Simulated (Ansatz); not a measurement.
TaTiTe4, space group P-3m1, a relaxation followed by a look at the electronic structure

With the Python package of Ansatz (0.2.0).

The cells in order, each with its output:

```python
import warnings

import ansatz as az
import numpy as np
```

```python
config = {
    "functional": "pbesol",
    "smearing": "Marzari-Vanderbilt",
    "cutoff_ev": 470,
}
```

```python
def count_gap(report):
    # lowest empty less highest filled band, counting bands; zero where they overlap
    return max(report.get("gap_by_band_count_ev") or 0.0, 0.0)
```

```python
def with_settings(crystal, spacing):
    return (
        crystal.calculation()
        .functional(config["functional"])
        .occupations(config["smearing"])
        .basis(config["cutoff_ev"])
        .pseudopotentials("paw")
        .kpoints(spacing=spacing)
    )

warnings.simplefilter("ignore", az.DeckWarning)
```

```python
lattice = az.Lattice.of(
    (3.736307, 0.0, 0.0),
    (-1.868153, 3.235736, 0.0),
    (0.0, 0.0, 14.13278),
)
sites = [
    ("Ti", (0.0, 0.0, 0.5)),
    ("Ta", (0.0, 0.0, 0.0)),
    ("Te", (2 / 3, 1 / 3, 0.871914)),
    ("Te", (2 / 3, 1 / 3, 0.377101)),
    ("Te", (1 / 3, 2 / 3, 0.622899)),
    ("Te", (1 / 3, 2 / 3, 0.128086)),
]
structure = az.Crystal(lattice=lattice)
for symbol, position in sites:
    structure = structure.atom(symbol, position)
```

```python
structure.resolved().sites[-1]
```

    Site(symbol='Te', position=(0.3333333333333333, 0.6666666666666666, 0.128086), moment=None, axis=None, held=None, saved=None)

```python
relaxed = with_settings(structure, 0.3).relax(cell=True, force_tolerance=0.02, max_steps=40).checkpoint(write="relax.run", compress=False).run()
cell = np.asarray(relaxed.lattice.cell_ang)
print("relaxed edges (A):", np.linalg.norm(cell, axis=1).round(4), " volume:", round(abs(np.linalg.det(cell)), 3), "A^3")
for site in relaxed.lattice.sites:
    print(" ", site.symbol, np.round(site.position_frac, 4) + 0.0)
```

    relaxed edges (A): [ 3.6623  3.6623 13.1606]  volume: 152.863 A^3
      Ti [0.  0.  0.5]
      Ta [0. 0. 0.]
      Te [0.6667 0.3333 0.8621]
      Te [0.6667 0.3333 0.3682]
      Te [0.3333 0.6667 0.6318]
      Te [0.3333 0.6667 0.1379]

```python
final = az.Crystal.from_checkpoint("relax.run")
res = with_settings(final, 0.22).functional("pbesol").stress().band_table().density_of_states(energy_step=0.05).run()
rep = res.report

rep["mixing_algorithm"], rep["preconditioner"], rep["eigensolver"]
```

    ('MSR1', 'Kerker', 'band_cg')

```python
dos = res.density_of_states()
print(f"pressure at the relaxed cell {np.trace(rep['stress_gpa']) / 3:.3f} GPa, gap by band count {count_gap(rep):.3f} eV")
if count_gap(rep) == 0:
    print("states/eV at the Fermi level:", round(float(np.interp(dos.fermi_ev, dos.energies_ev, dos.spin_summed_g_bin_mean_per_ev)), 3))
```

    pressure at the relaxed cell -0.022 GPa, gap by band count 0.000 eV
    states/eV at the Fermi level: 4.028

Caveats:
- An absolute Fermi energy rests on an arbitrary zero of the periodic potential and has no direct meaning.
- A gap by band count of zero or less means overlapping bands, a metal, and at an odd count of electrons it is no gap at all.
- The structure is layered, and without a dispersion term the spacing of the layers is poorly determined.
- The structure comes from a database of computed cells and needn't be a stable or known phase.
- Levels are Kohn-Sham eigenvalues on this mesh, without spin-orbit coupling.
- Where the second run takes another functional or mesh than the relaxation, its pressure isn't zero; pressure is positive in compression.
- The computed bands are complete only to about 3.3 eV above the Fermi level; beyond that the density of states is undercounted.
- Run time: 2.1 min on 1 thread of Arm Neoverse V2 (shared host), peak memory 0.66 GiB.
